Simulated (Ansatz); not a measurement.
AlClFH3Si, SMILES F[SiH2][AlH][Cl], a rigid scan of one bond length

Computed with Ansatz 0.2.0 through its Python package.

`alclfh3si.xyz`
```text
7

F    -1.95970    0.65580    0.68500
Si   -0.37760    0.93560    0.33190
Al    0.57170   -1.11510   -0.30550
Cl   -0.08580   -2.20110   -2.05670
H    -0.23570    1.89260   -0.78920
H     0.30550    1.47750    1.52580
H     1.84280   -1.71340    0.56310
```

The cells in order, each with its output:

**Cell 1**
```python
import ansatz
import matplotlib.pyplot as plt
import numpy as np
```

**Cell 2**
```python
BASIS_SET = "cc-pVDZ"
XC = "pbe"
```

**Cell 3**
```python
molecule = ansatz.Crystal.molecule_from_extxyz("alclfh3si.xyz")
```

**Cell 4**
```python
symbols = [site.symbol for site in molecule.cartesian_sites]
start = np.array([site.position_ang for site in molecule.cartesian_sites])
axis = (start[2] - start[1]) / np.linalg.norm(start[2] - start[1])
moving = [2, 3, 6]
lengths, energies = [2.066, 2.16, 2.254, 2.348, 2.442, 2.536, 2.63, 2.771], []
for length in lengths:
    xyz = start.copy()
    xyz[moving] += (length - np.linalg.norm(start[2] - start[1])) * axis
    point = ansatz.Crystal.molecule()
    for symbol, xyz in zip(symbols, xyz):
        point = point.atom(symbol, xyz.tolist())
    base = point.calculation().basis(gaussian=BASIS_SET).functional(XC)
    summary = base.run(threads=1, backend="cpu").report
    energies.append(summary["free_energy_ev"])
    print(f"r = {length:6.3f} A  E = {energies[-1]:.5f} eV  <S^2> = {abs(summary['mean_field']['state']['spin_squared']):.3f}")
```
Output:
```text
r =  2.066 A  E = -29748.78805 eV  <S^2> = 0.000
r =  2.160 A  E = -29749.30243 eV  <S^2> = 0.000
r =  2.254 A  E = -29749.62553 eV  <S^2> = 0.000
r =  2.348 A  E = -29749.80652 eV  <S^2> = 0.000
r =  2.442 A  E = -29749.88252 eV  <S^2> = 0.000
r =  2.536 A  E = -29749.88149 eV  <S^2> = 0.000
r =  2.630 A  E = -29749.82449 eV  <S^2> = 0.000
r =  2.771 A  E = -29749.66769 eV  <S^2> = 0.000
```

**Cell 5**
```python
# quartic fit about the minimum
fit = np.polynomial.Polynomial.fit(lengths, np.array(energies) - min(energies), 4).convert()
roots = [r.real for r in fit.deriv().roots() if abs(r.imag) < 1e-9 and fit.deriv(2)(r.real) > 0]
r_e = min(roots, key=lambda r: abs(r - lengths[int(np.argmin(energies))]))
print(f"minimum of the fit at {r_e:.4f} A, force constant {fit.deriv(2)(r_e):.2f} eV/A^2")
plt.figure(figsize=(4.5, 3))
plt.plot(lengths, np.array(energies) - min(energies), "o-")
plt.xlabel("bond length (A)")
plt.ylabel("E - E(min) (eV)")
plt.tight_layout()
plt.savefig("scan.png", dpi=100)
```
Output:
```text
minimum of the fit at 2.4859 A, force constant 7.30 eV/A^2
```

What to keep in mind:
- Total energies depend on the basis set; only differences at equal settings carry meaning.
- The rest of the molecule is held rigid at a force-field or estimated start geometry, and the basis set is modest; single-reference methods fail as a bond breaks.
- The orbitals are restricted, so S² is zero by construction.
- It ran for 15 s on 1 thread of Arm Neoverse V2, with other jobs on the host, peak memory 0.23 GiB.

(Lines on the test bed's own set-up are left out of the output.)
